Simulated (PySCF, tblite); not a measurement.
**C8H9NSi: geometry, infrared bands and NMR shifts**

Aim: predict the infrared bands and NMR shifts of C8H9NSi (`C=C1C=C(C)C([SiH2]C#N)=C1`).

Programs: tblite 0.8.0 and PySCF 2.14.0, with density-fitted response routines of our own. Each step states its level of theory. These are calculated values for one molecule in the gas phase, unless marked as measured. Atoms are numbered from 0 throughout.

### Step 1. The molecule as given

19 atoms, charge 0, multiplicity 1; geometry from: force field or distance geometry start.

Bonds of the start (Å): C0–C1 1.34, C1–C2 1.44, C2–C3 1.34, C3–C4 1.49, C3–C5 1.45, C5–Si6 1.84, Si6–C7 1.80, C7–N8 1.17, C5–C9 1.34, C9–C1 1.47, C0–H10 1.07, C0–H11 1.10, C2–H12 1.05, C4–H13 1.11, C4–H14 1.11, C4–H15 1.10, Si6–H16 1.48, Si6–H17 1.47, C9–H18 1.08.

### Step 2. Geometry optimisation with GFN2-xTB

Job settings and geometry (Å):

```
{"job": {"kind": "relax", "xc": "GFN2-xTB", "basis": "xTB"}, "charge": 0, "multiplicity": 1}
C      2.891800    -1.415200     0.072200
C      1.763100    -0.693900     0.026000
C      1.541500     0.626400    -0.512800
C      0.248700     0.925600    -0.321300
C     -0.385000     2.210500    -0.737100
C     -0.388800    -0.186100     0.360500
Si    -2.150200    -0.283800     0.869700
C     -3.016500    -1.433800    -0.216800
N     -3.568100    -2.183200    -0.930600
C      0.496500    -1.170900     0.590300
H      3.823400    -1.069100    -0.335300
H      2.832700    -2.406800     0.545100
H      2.229600     1.267800    -0.984300
H      0.318300     3.032100    -0.476200
H     -0.590300     2.190100    -1.827500
H     -1.340100     2.403800    -0.224300
H     -2.278700    -0.776700     2.258100
H     -2.711100     1.074400     0.753400
H      0.273400    -2.101900     1.083400
```

Started as:

```console
$ OMP_NUM_THREADS=1 python probes_run.py task.json out
```

This one command runs all jobs of the session in turn.

**Question.** This job is followed by: GFN2-xTB harmonic vibrations, gas phase; GIAO PBE0/pcSseg-1 NMR shielding, non-relativistic, gas phase. Predict these results of the whole session: strongest single infrared mode (GFN2-xTB); zero-point energy (GFN2-xTB); ¹³C shifts against TMS (PBE0/pcSseg-1); ¹H shifts against TMS (PBE0/pcSseg-1, means over atoms taken as alike); ²⁹Si shifts against TMS (PBE0/pcSseg-1); ¹⁵N shifts against NH3 (PBE0/pcSseg-1).

**Answer**, as computed:

| quantity | value |
| --- | --- |
| strongest single infrared mode (GFN2-xTB) | 2226 cm⁻¹, 308 km/mol |
| zero-point energy (GFN2-xTB) | 86.4 kcal/mol |
| ¹³C shifts against TMS (PBE0/pcSseg-1) | 159.6, 156.7, 147.8, 140.2, 132.9, 126.8, 124.7, 18.5 ppm |
| ¹H shifts against TMS (PBE0/pcSseg-1, means over atoms taken as alike) | 6.75, 6.27, 6.19, 6.11, 4.86, 2.54 ppm |
| ²⁹Si shifts against TMS (PBE0/pcSseg-1) | -81.7 ppm |
| ¹⁵N shifts against NH3 (PBE0/pcSseg-1) | 364.5 ppm |

The optimisation took 177 steps and gained 0.413 eV; among the close pairs (by a distance rule), Si6–C7 changed most, from 1.804 to 1.872 Å. No mode is imaginary among the 51: a minimum at this level. The strongest single mode, at 2226 cm⁻¹, moves mainly H17. Unscaled tight-binding wavenumbers are off by several per cent, some by more. Its intensities can rank the bands wrongly. At PBE0/pcSseg-1: The largest span, 590 ppm, is at N8, where the paramagnetic term is -434 ppm.
